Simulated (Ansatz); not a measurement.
# H4MgNOSi: the cost of one run

Program: Ansatz 0.2.0. Level of theory: RKS B3LYP-D4/6-31G*. These are calculated values, not measurements.

### Step 1. The system as given

Bond lengths: O1–Si2 1.581 Å, Si2–N3 1.651 Å, N3–Mg4 2.050 Å, O1–H5 0.956 Å, Si2–H6 1.439 Å, N3–H7 1.022 Å, Mg4–H8 1.558 Å. Angles: O1–Si2–N3 122.8°, O1–Si2–H6 105.1°, N3–Si2–H6 132.1°, Si2–O1–H5 138.3°, Si2–N3–Mg4 141.7°, Si2–N3–H7 114.8°, Mg4–N3–H7 103.5°, N3–Mg4–H8 178.9°.

As a file:

```xyz
8

O    -1.0673    1.6819   -0.6268
Si    0.3673    1.2254   -0.1436
N     0.7194   -0.3363    0.2612
Mg   -0.1356   -2.1940    0.3988
H    -1.9244    1.2902   -0.7864
H     1.1671    2.4221   -0.1570
H     1.6846   -0.4946    0.5586
H    -0.8112   -3.5948    0.4951
```

### Step 2. End point A

Input file input.yaml:

```yaml
crystal:
  periodic: [false, false, false]
  atoms:
    - { symbol: O, position_ang: [-1.06725, 1.68193, -0.62681] }
    - { symbol: Si, position_ang: [0.36727, 1.22544, -0.14357] }
    - { symbol: "N", position_ang: [0.71944, -0.33632, 0.26124] }
    - { symbol: Mg, position_ang: [-0.13555, -2.194, 0.39878] }
    - { symbol: H, position_ang: [-1.92445, 1.29022, -0.78639] }
    - { symbol: H, position_ang: [1.16708, 2.42209, -0.15698] }
    - { symbol: H, position_ang: [1.68462, -0.49458, 0.55863] }
    - { symbol: H, position_ang: [-0.81117, -3.59478, 0.49509] }
total_charge: 1
basis:
  gaussian: { orbitals: "6-31G*" }
hamiltonian:
  xc: b3lyp
  dispersion: d4
relax:
  f_tol: 0.015
  max_steps: 40
output:
  orbitals: {}
```

On the command line:

```bash
> ansatz run input.yaml --threads 1 --pin off --max-ram 2048MiB --backend cpu --events-out ev --progress --plain --runs-dir out
```

What time and memory should one allow on 1 thread of an Arm CPU, shared host?

About 33 s, with a peak of 0.14 GiB.
